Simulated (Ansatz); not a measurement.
# C₃H₁₀O₃Si: how energies converge with the basis set

How large a basis does C₃H₁₀O₃Si need? Two functionals are run in growing sets.

Computed with Ansatz 0.2.0, Gaussian basis. Level: one geometry, several basis sets.

Levels to be run: PBE0-D4/def2-SVP; ωB97M-V/def2-SVP; PBE0-D4/def2-QZVPP; ωB97M-V/def2-QZVPP; the functionals' def2-TZVPP values are taken from earlier runs.

### 1 The relaxed structure

All runs share one geometry, relaxed beforehand with PBE0-D4 in a triple-zeta def2 set.

SMILES `CC[Si](O)(O)OC`, 17 atoms, charge 0, spin multiplicity 1.

Atoms are counted from 1 here; the program's logs count them from 0.

Bond lengths: C1–C2 1.527 Å, C1–H8 1.093 Å, C1–H9 1.093 Å, C1–H10 1.093 Å, C2–Si3 1.853 Å, C2–H11 1.096 Å, C2–H12 1.095 Å, Si3–O4 1.640 Å, Si3–O5 1.638 Å, Si3–O6 1.644 Å, O4–H13 0.958 Å, O5–H14 0.959 Å, O6–C7 1.408 Å, C7–H15 1.092 Å, C7–H16 1.095 Å, C7–H17 1.096 Å. Angles: C2–C1–H8 111.6°, C2–C1–H9 111.2°, C2–C1–H10 111.6°, H8–C1–H9 107.5°, H8–C1–H10 107.5°, H9–C1–H10 107.2°, C1–C2–Si3 113.7°, C1–C2–H11 110.7°, C1–C2–H12 110.6°, Si3–C2–H11 108.3°, Si3–C2–H12 107.7°, H11–C2–H12 105.5°, C2–Si3–O4 112.9°, C2–Si3–O5 106.0°, C2–Si3–O6 112.0°, O4–Si3–O5 109.8°, O4–Si3–O6 104.0°, O5–Si3–O6 112.3° and more.

### 2 PBE0-D4 in def2-SVP

The input, in.yaml:

```yaml
crystal:
  periodic: [false, false, false]
  atoms:
    - {symbol: C, position_ang: [1.616278, -1.387615, 0.141595]}
    - {symbol: C, position_ang: [1.168131, -0.227433, -0.744250]}
    - {symbol: Si, position_ang: [-0.663086, 0.054824, -0.730790]}
    - {symbol: O, position_ang: [-1.512601, -1.235006, -1.281568]}
    - {symbol: O, position_ang: [-0.927398, 1.348462, -1.700331]}
    - {symbol: O, position_ang: [-1.237847, 0.288012, 0.791716]}
    - {symbol: C, position_ang: [-0.814482, 1.326898, 1.642375]}
    - {symbol: H, position_ang: [2.700003, -1.523233, 0.109754]}
    - {symbol: H, position_ang: [1.157815, -2.326996, -0.177047]}
    - {symbol: H, position_ang: [1.334681, -1.227971, 1.185723]}
    - {symbol: H, position_ang: [1.662738, 0.703085, -0.443091]}
    - {symbol: H, position_ang: [1.471058, -0.396701, -1.782933]}
    - {symbol: H, position_ang: [-2.024973, -1.704762, -0.621949]}
    - {symbol: H, position_ang: [-1.827155, 1.492102, -1.997892]}
    - {symbol: H, position_ang: [-1.432917, 1.309840, 2.541674]}
    - {symbol: H, position_ang: [-0.921210, 2.306908, 1.165037]}
    - {symbol: H, position_ang: [0.232063, 1.198986, 1.942278]}
basis:
  gaussian: {orbitals: def2-SVP}
hamiltonian: {xc: pbe0, dispersion: d4}
output: {orbitals: {seedname: orbitals}}
```

Further steps of the session: ωB97M-V in def2-SVP; PBE0-D4 in def2-QZVPP; ωB97M-V in def2-QZVPP.

Q: Predict the results of all the runs planned. Wanted: PBE0-D4: double and triple zeta above quadruple; ωB97M-V: double and triple zeta above quadruple.

As calculated:

| quantity | value |
| --- | --- |
| PBE0-D4: double and triple zeta above quadruple | 15.24, 0.83 eV |
| ωB97M-V: double and triple zeta above quadruple | 15.59, 0.79 eV |

**Reading.** For PBE0-D4 the step from double to triple zeta gains 14.41 eV and the next only 0.83 eV. Total energies overstate the basis error of differences, where much of it tends to cancel. The LUMO of ωB97M-V is positive and keeps falling with the basis (3.06 to 1.47 eV): an unbound level that the basis holds in place.
